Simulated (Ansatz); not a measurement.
# Sr7La: the cost of one run

Program: Ansatz 0.2.0. Level of theory: DFT PBE, scalar-relativistic, plane waves, PAW. These are calculated values, not measurements.

## (1) The structure to begin with

The structure is cubic, space group Fm-3m (No. 225). The conventional cell has a = 9.716 Å, b = 9.716 Å, c = 9.716 Å, α = 90.00°, β = 90.00°, γ = 90.00°. Around Sr (site symmetry m-3m) lie 12 Sr at 3.44 Å. Sr (site symmetry mmm) is surrounded by 10 Sr at 3.44 Å and 2 La at 3.44 Å. Around La (site symmetry m-3m) lie 12 Sr at 3.44 Å.

Structure file:

```cif
data_structure
_symmetry_space_group_name_H-M 'Fm-3m'
_symmetry_Int_Tables_number 225
_cell_length_a 9.7164
_cell_length_b 9.7164
_cell_length_c 9.7164
_cell_angle_alpha 90.000
_cell_angle_beta 90.000
_cell_angle_gamma 90.000
_cell_volume 917.30
loop_
_atom_site_label
_atom_site_type_symbol
_atom_site_symmetry_multiplicity
_atom_site_Wyckoff_symbol
_atom_site_fract_x
_atom_site_fract_y
_atom_site_fract_z
_atom_site_occupancy
Sr1 Sr 4 b 0.50000 0.00000 0.00000 1
Sr2 Sr 24 d 0.00000 0.75000 0.75000 1
La1 La 4 a 0.00000 0.00000 0.00000 1
```

A structure generator made this guess: species swapped into a database cell of CuPt7 (Fm-3m, No. 225), with La on the Cu sites and Sr on the Pt sites. Its size is a rough estimate.

## (2) A first look at the guess

File input.yaml:

```yaml
crystal:
  lattice:
    - [0.0, 4.8581882, 4.8581882]
    - [4.8581882, 0.0, 4.8581882]
    - [4.8581882, 4.8581882, 0.0]
  atoms:
    - { symbol: Sr, position: [0.5, 0.5, 0.5] }
    - { symbol: Sr, position: [0.5, 0.0, 0.0] }
    - { symbol: Sr, position: [0.5, 0.0, 0.5] }
    - { symbol: Sr, position: [0.0, 0.5, 0.5] }
    - { symbol: Sr, position: [0.0, 0.5, 0.0] }
    - { symbol: Sr, position: [0.5, 0.5, 0.0] }
    - { symbol: Sr, position: [0.0, 0.0, 0.5] }
    - { symbol: La, position: [0.0, 0.0, 0.0] }
basis:
  ecutwfc: 420
kpoints:
  mp_grid: { grid: [4, 4, 4] }
hamiltonian:
  xc: pbe
scf:
  occupations: { method: gaussian, width: 0.1 }
  lower_state_search: "off"
output:
  forces: true
  stress: true
  eigenvalues: true
```

Command:

```console
$ ansatz run input.yaml --threads 1 --pin off --max-ram 2560MiB --backend cpu --events-out ev --progress --plain --runs-dir out
```

**Question.** How long does this run take on 1 thread of Arm Neoverse V2, shared host, and how much memory does it need?

About 4.7 s, with a peak of 0.46 GiB.
